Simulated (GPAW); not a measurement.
GaSb3:

```xyz
4
Lattice="0.0000 3.7306 3.7306 3.7306 0.0000 3.7306 3.7306 3.7306 0.0000" Properties=species:S:1:pos:R:3 pbc="T T T"
Sb    3.7306    3.7306    3.7306
Sb    5.5959    5.5959    5.5959
Sb    1.8653    1.8653    1.8653
Ga    0.0000    0.0000    0.0000
```

The cell comes from a database or a generator and needn't be the stable form of this composition.

Base run:

* Program: GPAW 26.7.0
* Functional: PBE
* Potentials or basis: GPAW PAW data sets (gpaw-data 1.2.1)
* Cutoff: 450 eV
* Basis: pw
* k mesh: 5 × 5 × 5
* Occupations: fermi-dirac, width 0.05 eV
* Spin: no spin polarisation

Its results: pressure -2.3 GPa.

Q: The run is repeated on the same cell with these changes: cutoff from 450 eV to 600 eV; k mesh from 5 × 5 × 5 to 6 × 6 × 6. What comes out?

A: Pressure -0.9 GPa.

Caveats: the cutoff is short for stress and forces, so pressures can be off by a GPa or more (some runs).

Not every run made on this cell is shown here.
